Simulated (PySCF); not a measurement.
# A diatomic session: RuCl

The task here is to estimate one member of a computed series from the others.

The runs use PySCF 2.14.0; Ru x2c-SVPall, Cl x2c-SVPall, spin-free X2C with a Gaussian nucleus.

The first run:

A driver script around PySCF takes these settings:

```
atoms                         : Ru, Cl
charge                        : 0
basis                         : Ru x2c-SVPall, Cl x2c-SVPall
Hamiltonian                   : spin-free X2C with a Gaussian nucleus
basis functions               : 71
electrons treated             : 61
masses in u                   : 101.9043, 34.9689
levels                        : PBE0, PBE, r²SCAN, PBEsol, TPSS, r²SCAN0, ωB97M-V, HF, MP2, SCS-MP2, CCSD, CCSD(T)
grid                          : 80 radial by 434 angular points
occupations                   : held fixed by the projection of orbital angular momentum
dissociation limit            : Ru + Cl, each in its ground configuration
starting distance in angstrom : 2.165
values of 2S to try           : 1, 3, 5, 7
```

Among the steps run: Set-up; The PBE0 curve of the state that the search chose; Higher solutions at PBE0; PBE (GGA); r²SCAN (meta-GGA); PBEsol (GGA); TPSS (meta-GGA); r²SCAN0 (hybrid meta-GGA); ωB97M-V (range-separated hybrid); UHF (mean field); MP2 and coupled cluster.

One table of the session follows, with a row left open; its other results are not shown here.

| level | Re (Å) | ωe (cm⁻¹) | De (eV) |
| --- | --- | --- | --- |
| UHF | 2.401 | 321 | 2.25 |
| UHF-MP2 | 2.283 | 360 | 3.19 |
| UHF-SCS-MP2 | 2.304 | 352 | 3.12 |
| UHF-CCSD | 2.307 | 354 | 3.05 |
| UHF-CCSD(T) | 2.298 | 356 | 3.15 |
| PBE | 2.257 | 366 | 3.74 |
| PBEsol | 2.227 | 384 | 4.03 |
| TPSS | ? | ? | ? |
| r²SCAN | 2.267 | 363 | 3.62 |
| PBE0 | 2.275 | 359 | 3.50 |
| r²SCAN0 | 2.283 | 357 | 3.42 |
| ωB97M-V | 2.292 | 357 | 3.78 |

Q: Estimate the row for TPSS from the others.

As computed: Re (Å): 2.271; ωe (cm⁻¹): 363; De (eV): 3.68. In the column «Re (Å)» it lies between r²SCAN (2.267) and PBE0 (2.275).

To keep in mind: The state is the lowest single determinant that the PBE0 search found; with open d or f shells the true ground state can be another one.
